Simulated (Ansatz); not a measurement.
**C2H9GaS: up Jacob's ladder to CCSD(T)**

Aim: compute C2H9GaS with functionals from several rungs and with coupled cluster, and see how far each lands from CCSD(T) at the basis-set limit for the atomisation energy.

Method: functionals in def2-TZVPP, the program's frozen cores in correlated methods; program: Ansatz 0.2.0, Gaussian basis.

Levels to be run: LDA (SPW92), PBE-D4, revPBE-D4, BLYP-D4, r2SCAN-D4, B97M-V, PBE0-D4, B3LYP-D4, r2SCANh-D4, r2SCAN0-D4, HSE06-D4, BHLYP-D4, CAM-B3LYP-D4, LC-ωPBE, ωB97X-V, ωB97M-V, B2PLYP, PBE-QIDH; CCSD(T)/def2-SVP; CCSD(T)/def2-TZVPP; MP2/def2-QZVPP; extrapolation to the limit; RPA on PBE.

### Step 1. The relaxed structure

All runs share one geometry, relaxed beforehand with PBE0-D4 in a triple-zeta def2 set.

SMILES `[CH3][GaH-]([CH3])[SH2+]`, 13 atoms, charge 0, spin multiplicity 1.

Atoms are counted from 1 here; the program's logs count them from 0.

Bond lengths: C1–Ga2 1.986 Å, C1–H5 1.093 Å, C1–H6 1.093 Å, C1–H7 1.094 Å, Ga2–C3 1.984 Å, Ga2–S4 2.661 Å, Ga2–H8 1.585 Å, C3–H9 1.094 Å, C3–H10 1.093 Å, C3–H11 1.092 Å, S4–H12 1.344 Å, S4–H13 1.343 Å. Angles: Ga2–C1–H5 112.3°, Ga2–C1–H6 111.9°, Ga2–C1–H7 109.5°, H5–C1–H6 108.6°, H5–C1–H7 107.1°, H6–C1–H7 107.2°, C1–Ga2–C3 119.3°, C1–Ga2–S4 98.1°, C1–Ga2–H8 118.5°, C3–Ga2–S4 96.9°, C3–Ga2–H8 119.1°, S4–Ga2–H8 92.7°, Ga2–C3–H9 109.4°, Ga2–C3–H10 112.0°, Ga2–C3–H11 112.1°, H9–C3–H10 107.2°, H9–C3–H11 107.3°, H10–C3–H11 108.6° and more.

### Step 2. LDA

This LDA is Slater exchange with PW92 correlation.

Contents of in.yaml:

```yaml
crystal:
  periodic: [false, false, false]
  atoms:
    - {symbol: C, position_ang: [-0.504569, 1.600537, -0.566335]}
    - {symbol: Ga, position_ang: [-0.160222, -0.353161, -0.669572]}
    - {symbol: C, position_ang: [1.673158, -1.033325, -0.336092]}
    - {symbol: S, position_ang: [-1.188454, -1.039933, 1.686637]}
    - {symbol: H, position_ang: [-1.566708, 1.829677, -0.451918]}
    - {symbol: H, position_ang: [0.043566, 2.067777, 0.256066]}
    - {symbol: H, position_ang: [-0.169383, 2.079975, -1.491309]}
    - {symbol: H, position_ang: [-1.187050, -1.260914, -1.465178]}
    - {symbol: H, position_ang: [2.278554, -0.903163, -1.238317]}
    - {symbol: H, position_ang: [2.171967, -0.488324, 0.469342]}
    - {symbol: H, position_ang: [1.678365, -2.097800, -0.092273]}
    - {symbol: H, position_ang: [-0.685249, -0.021611, 2.404299]}
    - {symbol: H, position_ang: [-2.363574, -0.414434, 1.509449]}
basis:
  gaussian: {orbitals: def2-TZVPP}
hamiltonian: {xc: lda}
output: {orbitals: {seedname: orbitals}}
```

On the command line:

```sh
$ ansatz run in.yaml --threads 4 --pin off --events-out ev --progress --plain --max-ram 10444MiB
```

After this run come: PBE-D4 (GGA); revPBE-D4 (GGA); BLYP-D4 (GGA); r2SCAN-D4 (meta-GGA); B97M-V (meta-GGA); B3LYP-D4 (hybrid); r2SCANh-D4 (hybrid); r2SCAN0-D4 (hybrid); HSE06-D4 (hybrid); BHLYP-D4 (hybrid); CAM-B3LYP-D4 (range-separated); LC-ωPBE (range-separated); ωB97X-V (range-separated); ωB97M-V (range-separated); B2PLYP (double hybrid); PBE-QIDH (double hybrid); CCSD(T) in def2-SVP; CCSD(T) in def2-TZVPP; MP2 in def2-QZVPP; RPA on PBE orbitals.

Q: Predict the results of all the runs planned. Wanted: atomisation energy, CCSD(T)/CBS; farthest beyond LDA; mean size of error, GGA; mean size of error, meta-GGA; mean size of error, hybrid; mean size of error, range-separated; mean size of error, double hybrid; gap, smallest and largest; T1 diagnostic.

**Answer**, as computed:

```
                               quantity                                                                                                                     value
        atomisation energy, CCSD(T)/CBS                                                                                                             4181.6 kJ/mol
 functionals within 41.8 kJ/mol (1.0 %)  PBE-D4, r2SCAN-D4, B97M-V, PBE0-D4, B3LYP-D4, r2SCANh-D4, r2SCAN0-D4, HSE06-D4, CAM-B3LYP-D4, ωB97X-V, ωB97M-V, PBE-QIDH
                    farthest beyond LDA                                                                                                   BHLYP-D4 (-96.5 kJ/mol)
                mean size of error, GGA                                                                                                               47.3 kJ/mol
           mean size of error, meta-GGA                                                                                                                3.1 kJ/mol
             mean size of error, hybrid                                                                                                               37.2 kJ/mol
    mean size of error, range-separated                                                                                                               16.2 kJ/mol
      mean size of error, double hybrid                                                                                                               52.1 kJ/mol
              gap, smallest and largest                                                                                     4.61 eV (BLYP-D4), 12.01 eV (LC-ωPBE)
                          T1 diagnostic                                                                                                                    0.0111
triples share of the correlation energy                                                                                                                     3.8 %
```

What this shows: The LDA atomisation energy is off by 502.9 kJ/mol (12 %): it overbinds. PBE-D4 misses by +4.7 kJ/mol. Double hybrids carry the basis error of their MP2 part in triple zeta, and no dispersion term here, so their miss is partly the set-up's. The rungs meta-GGA, range-separated, hybrid miss on average by less than the doubt on the reference (41.8 kJ/mol), so they tie. Misses under about 41.8 kJ/mol are within the doubt on the reference itself, which lacks core-valence correlation, relativity and higher excitations, and its outer-core shells are covered unevenly. Hartree-Fock recovers 74 % of the binding; the rest is correlation. CCSD(T) in def2-SVP is off by -211.9 kJ/mol, so the small basis spoils what the method gains. The gap grows from 4.6 to 12.0 eV across the functionals, mostly with the share of exact exchange. Correlated methods include outer-core shells of Ga, which these sets cover unevenly.
